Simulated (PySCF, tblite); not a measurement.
**C₅H₁₁NOSi₂: geometry, infrared bands and NMR shifts**

Wanted: the infrared bands and NMR shifts of C₅H₁₁NOSi₂ (`N#C/C=C\C[SiH2]CO[SiH3]`), by calculation.

Programs: tblite 0.8.0 and PySCF 2.14.0, with density-fitted response routines of our own. Each step states its level of theory. These are calculated values for one molecule in the gas phase, unless marked as measured. Atoms count from 0, in the outputs and in this text.

**1. The molecule as given**

20 atoms, charge 0, multiplicity 1; geometry from: force field or distance geometry start.

Bonds of the start (Å): N0–C1 1.15, C1–C2 1.44, C2–C3 1.33, C3–C4 1.51, C4–Si5 1.88, Si5–C6 1.90, C6–O7 1.44, O7–Si8 1.66, C2–H9 1.09, C3–H10 1.10, C4–H11 1.10, C4–H12 1.10, Si5–H13 1.49, Si5–H14 1.49, C6–H15 1.10, C6–H16 1.09, Si8–H17 1.48, Si8–H18 1.48, Si8–H19 1.48.

**2. Relaxing the molecule with GFN2-xTB**

The job: settings as JSON, then the geometry in Å.

```
{"job": {"kind": "relax", "xc": "GFN2-xTB", "basis": "xTB"}, "charge": 0, "multiplicity": 1}
N     -1.802000     2.106300    -1.626800
C     -1.865100     1.767600    -0.529700
C     -1.906200     1.329500     0.837600
C     -1.836000     0.057500     1.216500
C     -1.712600    -1.160800     0.338000
Si    -0.020100    -1.976100     0.321600
C      1.271300    -0.847900    -0.490800
O      1.465700     0.426300     0.147900
Si     2.571300     1.477100    -0.509800
H     -2.012400     2.112800     1.586500
H     -1.880000    -0.156600     2.293600
H     -1.984600    -0.920400    -0.701700
H     -2.453500    -1.897500     0.675900
H     -0.089200    -3.253100    -0.437500
H      0.383100    -2.302100     1.720300
H      2.219100    -1.397600    -0.480600
H      0.956400    -0.695300    -1.524200
H      2.463100     2.780100     0.184300
H      2.294800     1.641700    -1.953100
H      3.931700     0.919200    -0.325800
```

Started as:

```sh
OMP_NUM_THREADS=1 python probes_run.py task.json out
```

This one command runs all jobs of the session in turn.

**Question.** This job is followed by: GFN2-xTB harmonic vibrations, gas phase; GIAO PBE0/pcSseg-1 NMR shielding, non-relativistic, gas phase. Predict these results of the whole session: strongest single infrared mode (GFN2-xTB); zero-point energy (GFN2-xTB); 13C shifts against TMS (PBE0/pcSseg-1); 1H shifts against TMS (PBE0/pcSseg-1, means over atoms taken as alike); 15N shifts against NH3 (PBE0/pcSseg-1); 29Si shifts against TMS (PBE0/pcSseg-1); 17O shifts against H2O (PBE0/pcSseg-1); surface potential, 1st and 99th percentile.

**Answer**, as computed:

| quantity | value |
| --- | --- |
| strongest single infrared mode (GFN2-xTB) | 2227 cm⁻¹, 368 km/mol |
| zero-point energy (GFN2-xTB) | 87.8 kcal/mol |
| 13C shifts against TMS (PBE0/pcSseg-1) | 165.5, 123.7, 102.2, 57.2, 23.6 ppm |
| 1H shifts against TMS (PBE0/pcSseg-1, means over atoms taken as alike) | 7.11, 5.22, 4.84, 4.31, 4.05, 2.50 ppm |
| 15N shifts against NH3 (PBE0/pcSseg-1) | 325.5 ppm |
| 29Si shifts against TMS (PBE0/pcSseg-1) | -33.0, -40.7 ppm |
| 17O shifts against H2O (PBE0/pcSseg-1) | -2.6 ppm |
| surface potential, 1st and 99th percentile | -1.75 V and 1.30 V |

What this shows: Relaxing lowered the energy by 0.340 eV in 150 steps; the close pair that moved most is C4–Si5, from 1.879 to 1.925 Å. All 54 modes are real, so the xTB geometry is a minimum. The strongest single mode, at 2227 cm⁻¹, moves mainly H19. GFN2-xTB is a fitted tight-binding method: band positions and strengths are rough. Its intensities can rank the bands wrongly. At PBE0/pcSseg-1: Shielding is most anisotropic at N0 (span 424 ppm, paramagnetic term -399 ppm). By nearest atom (PBE0/pcSseg-1), the HOMO sits on C2 24 %; C3 16 % and the LUMO on C3 31 %; C2 17 %.
